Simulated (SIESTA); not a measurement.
The system is HPbNO4.

```
H Pb N O
1.0
     4.12040   -0.00081   -0.01120
     0.00404    6.42722    0.05360
     0.02791    3.20707    7.74994
H Pb N O
2 2 2 8
Cartesian
  3.7380 2.9684 3.7875
  1.6795 6.6644 4.0009
  1.6467 4.2515 5.4933
  3.6983 5.3813 2.2951
  2.6193 1.9491 1.6102
  0.5769 7.6848 6.1852
  3.7590 3.8553 4.2210
  2.2235 3.1363 1.5259
  2.2071 1.0645 0.8217
  3.4590 1.6183 2.5274
  1.6973 5.7776 3.5672
  0.1804 6.4980 6.2725
  0.1698 8.5703 6.9754
  1.4117 8.0143 5.2631
```

The cell was built by a generator and needn't be a form met in nature.

Program: SIESTA 5.4.2. Alike in all runs: task band structure; level PBE; no spin polarisation; cell as given; k mesh 7 × 5 × 4; smearing fermi-dirac 0.05 eV; grid cutoff 800 Ry; energy shift 0.003 Ry.

Problem. Order these runs on this cell by their band gap on the k mesh, lowest first.
A. potentials or basis PseudoDojo 0.4 standard (PBE files), SZ (energy shift 0.003 Ry)
B. potentials or basis PseudoDojo 0.4 standard (PBE files), TZDP (energy shift 0.003 Ry; two zetas on semicore shells)
C. potentials or basis PseudoDojo 0.4 standard (PBE files), DZ (energy shift 0.003 Ry; two zetas on semicore shells)

Solution. A (2.53 eV), C (2.97 eV), B (3.14 eV).

Caveats: spin-orbit coupling is left out, which as a rule narrows the gap of such compounds by several tenths of an eV; the basis of atomic orbitals isn't converged, which shifts pressures, moduli and gaps; forces of over 1 eV/Å show positions far from the minimum, so gaps and moduli don't describe the material at rest; the basis has no polarisation orbitals (some runs).

